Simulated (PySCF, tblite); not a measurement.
# C₆H₆F₃O radical: geometry, infrared bands and EPR parameters

Wanted: the infrared bands and EPR parameters of C₆H₆F₃O radical (`FC(F)(F)C[C@@H]1[CH]C=CO1`), by calculation.

Programs: tblite 0.8.0 and PySCF 2.14.0, with density-fitted response routines of our own. Each step states its level of theory. These are calculated values for one molecule in the gas phase, unless marked as measured. Atoms count from 0, in the outputs and in this text.

## (1) Starting geometry

16 atoms, charge 0, multiplicity 2; geometry from: force field or distance geometry start.

Bonds of the start (Å): F0–C1 1.37, C1–F2 1.39, C1–F3 1.38, C1–C4 1.52, C4–C5 1.49, C5–C6 1.53, C6–C7 1.51, C7–C8 1.34, C8–O9 1.41, O9–C5 1.43, C4–H10 1.12, C4–H11 1.10, C5–H12 1.10, C6–H13 1.12, C7–H14 1.07, C8–H15 1.08.

## (2) Relaxing the molecule with GFN2-xTB

What the job is given:

```
{"job": {"kind": "relax", "xc": "GFN2-xTB", "basis": "xTB"}, "charge": 0, "multiplicity": 2}
F     -3.386800     0.546100    -0.046500
C     -2.248200    -0.199100     0.091500
F     -2.028000    -0.440300     1.443300
F     -2.405500    -1.403800    -0.569400
C     -1.116500     0.621500    -0.510100
C      0.193500    -0.079000    -0.429000
C      0.637000    -0.380000     1.006500
C      2.107200    -0.575300     0.718400
C      2.437000     0.153200    -0.350700
O      1.254300     0.816200    -0.754000
H     -1.360700     0.726300    -1.599100
H     -1.140300     1.592800    -0.004900
H      0.270800    -0.982900    -1.045100
H      0.572100     0.580600     1.581400
H      2.789200    -1.200300     1.262100
H      3.417400     0.232900    -0.805700
```

Run with:

```
OMP_NUM_THREADS=1 python probes_run.py task.json out
```

This one command runs all jobs of the session in turn.

**Question.** This job is followed by: GFN2-xTB harmonic vibrations, gas phase; UKS B3LYP, pcH-1 on C F H O, non-relativistic, mean-field spin-orbit, GIAO. Predict these results of the whole session: strongest single infrared mode (GFN2-xTB); zero-point energy (GFN2-xTB); g(iso) (B3LYP); ⟨S²⟩; largest a(iso) (averaged by class); surface potential, 1st and 99th percentile.

As calculated:

```
                                 quantity                  value
strongest single infrared mode (GFN2-xTB)  1056 cm⁻¹, 201 km/mol
             zero-point energy (GFN2-xTB)          68.2 kcal/mol
                           g(iso) (B3LYP)                2.00314
                                     ⟨S²⟩     0.771 (exact 0.75)
       largest a(iso) (averaged by class)   1H on H12, 103.2 MHz
    surface potential, 1st and 99th percentile     -0.86 V and 1.17 V
```

What this shows: Relaxing lowered the energy by 2.336 eV in 79 steps; the close pair that moved most is C6–C7, from 1.511 to 1.377 Å. No mode is imaginary among the 42: a minimum at this level. The strongest single mode, at 1056 cm⁻¹, is spread over several atoms, C1, H14, C5, H11 among them. GFN2-xTB is a fitted tight-binding method: band positions and strengths are rough. Its intensities can rank the bands wrongly. The largest spin populations lie on C6 (0.60 e), C8 (0.53 e). The isotropic g lies 0.8 ppt above the free-electron value.
